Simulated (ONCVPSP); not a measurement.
# An ONCV potential for manganese, from input to tests

Aim: build the potential from the settings below, then test how well it stands in for the atom: other configurations, scattering, ghost states and the plane-wave cutoff that it needs.

Method: ONCVPSP 4.0.1, PBEsol, scalar-relativistic.

## (1) The design

Typed settings, in words:

| Property | Result |
| --- | --- |
| element | manganese (Mn, Z = 25) |
| type | optimised norm-conserving Vanderbilt (ONCV) |
| frozen core | [Ar] |
| valence charge | 7 |
| reference configuration | 3d5 4s1 (charge +1) |
| partial waves | 4s: rc 2.45 bohr, ncon 4, nbas 7, qcut 3.4 1/bohr, 2 projectors, debl 3.1 Ha; p scattering state at 0.22 Ha: rc 2.05 bohr, ncon 4, nbas 7, qcut 4.6 1/bohr, 3 projectors, debl 2.8 Ha; 3d: rc 1.80 bohr, ncon 3, nbas 8, qcut 9 1/bohr, 1 projector |
| local potential | polynomial inside 1.55 bohr (lpopt 4, dvloc0 4 Ha) |
| core correction | Teter function, fcfact 5.5, rcfact 1.35 |

The outer shells as boxes (Hund's rule for the drawing; the calculation is spin-unpolarised):

```
[Ar] core
3d [↑ ][↑ ][↑ ][↑ ][↑ ]
4s [↑ ]
```

The nodes and maxima of the atom's own shells, from an earlier all-electron run, set the scale for the radii.

All-electron outer shells of the reference configuration (PBEsol, scalar-relativistic, ld1.x):

```tsv
shell	level (eV)	outermost node (bohr)	outermost maximum (bohr)
3p	-62.72	0.31	0.75
3d	-14.93	–	0.76
4s	-11.88	1.05	2.38
4p	-7.16	1.15	2.95
```

## (2) Generating the potential

Mn.dat

```
# ATOM AND REFERENCE CONFIGURATION
# atsym  z   nc   nv     iexc    psfile
  Mn 25.00    5    2  -116133      upf
#
#   n    l    f
    1    0    2.00
    2    0    2.00
    2    1    6.00
    3    0    2.00
    3    1    6.00
    3    2    5.00
    4    0    1.00
#
# PSEUDOPOTENTIAL AND OPTIMIZATION
# lmax
    2
#
#   l,   rc,      ep,       ncon, nbas, qcut
    0    2.45    0.00    4    7    3.40
    1    2.05    0.22    4    7    4.60
    2    1.80    0.00    3    8    9.00
#
# LOCAL POTENTIAL
# lloc, lpopt,  rc(5),   dvloc0
    4    4    1.55    4.00
#
# VANDERBILT-KLEINMAN-BYLANDER PROJECTORs
# l, nproj, debl
    0    2    3.10
    1    3    2.80
    2    1    1.80
#
# MODEL CORE CHARGE
# icmod, fcfact, rcfact
    3    5.50    1.35
#
# LOG DERIVATIVE ANALYSIS
# epsh1, epsh2, depsh
   -2.00    5.00    0.02
#
# OUTPUT GRID
# rlmax, drl
    6.00    0.01
#
# TEST CONFIGURATIONS
# ncnf
    4
# nvcnf
#   n    l    f
    2
    3    2    5.00
    4    0    2.00
#
    2
    3    2    5.00
    4    0    0.00
#
    2
    3    2    4.00
    4    0    0.00
#
    2
    3    2    5.00
    4    0    1.50
#
```

Run with:

```bash
$ oncvpsp.x < Mn.dat > Mn.out
```

Before running it: what results should come out? Wanted: cutoffs for 1 and 0.1 mHa per electron, occupied waves; bound ghosts; GHOST(+) flags; largest test error; largest phase difference near zero energy, channels read; rms error of d²Exc/dn², without and with the model core; projector energies reset by the program.

As calculated:

| quantity | value |
| --- | --- |
| cutoffs for 1 and 0.1 mHa per electron, occupied waves | 30 Ha and 34 Ha |
| bound ghosts | p at -62.97 eV |
| GHOST(+) flags | s at 125 eV |
| largest test error (AE − PS) | -241 meV, for 3d4 4s0 |
| largest phase difference near zero energy, channels read | 0.064 rad |
| rms error of d²Exc/dn², without and with the model core | 13.01 and 5.35 mHa |
| projector energies reset by the program | p: 0.050, 2.850, 5.650 Ha |

**Reading.** It has a bound ghost (p), a state that the atom doesn't have, and that rules the file out. Close by lies the frozen 3p level (-62.7 eV). The worst unpolarised test, 3d4 4s0, is off by 241 meV on 48.0 eV; by total energies transferability rates as poor. That test lies far up in energy; among those under 40 eV, nearer to bonding, the largest error is 25 meV. It counts as of middling hardness, with 30 Ha needed at the looser tolerance. At the looser tolerance the 3d wave is the slowest; 4s needs 4 Ha. Of the channels read, d scatters worst near zero energy, by up to 0.06 rad. The program also flags highly localised states, GHOST(+) (s). All of this concerns the isolated atom, not yet a solid.
